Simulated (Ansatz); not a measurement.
# AlBBrH₃: one structure at several levels

The atoms stand at a frame of a short trajectory. How far do the functionals agree with CCSD(T) there?

Program: Ansatz 0.2.0, Gaussian basis. Level of theory: single points in def2-TZVPP. These are calculated values, not measurements.

Correlated methods freeze the cores. Filled d shells of the heavier atoms are correlated.

1 further run of the same task is left out (it didn't finish).

**1. The system as given**

6 atoms, charge 0, spin multiplicity 1.

Atoms are counted from 1 here; the program's logs count them from 0.

Bond lengths: B1–Al2 2.141 Å, B1–H4 1.197 Å, B1–H5 1.212 Å, Al2–Br3 2.256 Å, Al2–H6 1.559 Å. Angles: Al2–B1–H4 117.5°, Al2–B1–H5 121.9°, H4–B1–H5 120.4°, B1–Al2–Br3 126.1°, B1–Al2–H6 124.5°, Br3–Al2–H6 109.4°.

Geometry (Å):

```xyz
6

B    -0.77712    0.31302   -0.92871
Al    0.57268   -0.06328    0.68945
Br    1.21785   -2.09161    1.43632
H    -0.92128   -0.55368   -1.74203
H    -1.32038    1.38646   -1.07291
H     1.28915    1.04532    1.51809
```

**2. PBE-D4/def2-TZVPP**

The input, run/in.yaml:

```yaml
crystal:
  periodic: [false, false, false]
  atoms:
    - {symbol: B, position_ang: [-0.777119, 0.313018, -0.928708]}
    - {symbol: Al, position_ang: [0.572683, -0.063283, 0.689450]}
    - {symbol: Br, position_ang: [1.217853, -2.091613, 1.436322]}
    - {symbol: H, position_ang: [-0.921282, -0.553685, -1.742030]}
    - {symbol: H, position_ang: [-1.320375, 1.386457, -1.072907]}
    - {symbol: H, position_ang: [1.289150, 1.045320, 1.518091]}
basis:
  gaussian: {orbitals: def2-TZVPP}
hamiltonian: {xc: pbe, dispersion: d4}
output: {forces: true}
```

Launch:

```console
$ ansatz run in.yaml --threads 2 --pin off --events-out ev --progress --plain --max-ram 3481MiB
```

**3. r2SCAN-D4/def2-TZVPP**

run/in.yaml, as its differences from that of step 2:

```diff
@@ -11,3 +11,3 @@
   gaussian: {orbitals: def2-TZVPP}
-hamiltonian: {xc: pbe, dispersion: d4}
+hamiltonian: {xc: r2scan, dispersion: d4}
 output: {forces: true}
```

**4. PBE0-D4/def2-TZVPP**

run/in.yaml, as its differences from that of step 3:

```diff
@@ -11,3 +11,3 @@
   gaussian: {orbitals: def2-TZVPP}
-hamiltonian: {xc: r2scan, dispersion: d4}
-output: {forces: true}
+hamiltonian: {xc: pbe0, dispersion: d4}
+output: {forces: true, orbitals: {seedname: orbitals}}
```

**5. wB97M-V/def2-TZVPP**

run/in.yaml, as its differences from that of step 4:

```diff
@@ -11,3 +11,3 @@
   gaussian: {orbitals: def2-TZVPP}
-hamiltonian: {xc: pbe0, dispersion: d4}
-output: {forces: true, orbitals: {seedname: orbitals}}
+hamiltonian: {xc: {name: wB97M-V}}
+output: {forces: true}
```

**6. CCSD(T)/def2-TZVPP**

run/in.yaml, as its differences from that of step 5:

```diff
@@ -11,3 +11,3 @@
   gaussian: {orbitals: def2-TZVPP}
-hamiltonian: {xc: {name: wB97M-V}}
+correlation: {method: ccsd_t}
 output: {forces: true}
```

(Steps that only read results are left out.)

**Question.** What will these runs give? Wanted: energy less free atoms, CCSD(T)/def2-TZVPP; RMS force component; RMS force error; HOMO and LUMO, PBE0-D4; T1 diagnostic.

**Answer**, as computed:

| quantity | value |
| --- | --- |
| energy less free atoms, CCSD(T)/def2-TZVPP | -16.694 eV |
| RMS force component | 0.170 to 0.199 eV/Å over the methods |
| RMS force error | PBE-D4 0.102, r2SCAN-D4 0.026, PBE0-D4 0.035, wB97M-V 0.060 eV/Å |
| HOMO and LUMO, PBE0-D4 | -7.60 and -3.28 eV |
| T1 diagnostic | 0.008 |

In words: Against CCSD(T) the functionals' energies less atoms differ by -0.562 to -0.307 eV, PBE-D4 by -0.307 eV. CCSD(T) in triple zeta still lacks some correlation energy of the bonds, so part of these gaps is its own basis error and they don't rank the functionals. The forces of r2SCAN-D4 come nearest to CCSD(T), those of PBE-D4 are farthest. Frozen-core CCSD(T) forces in triple zeta carry basis errors of their own, and this is one geometry, so small gaps rank nothing.
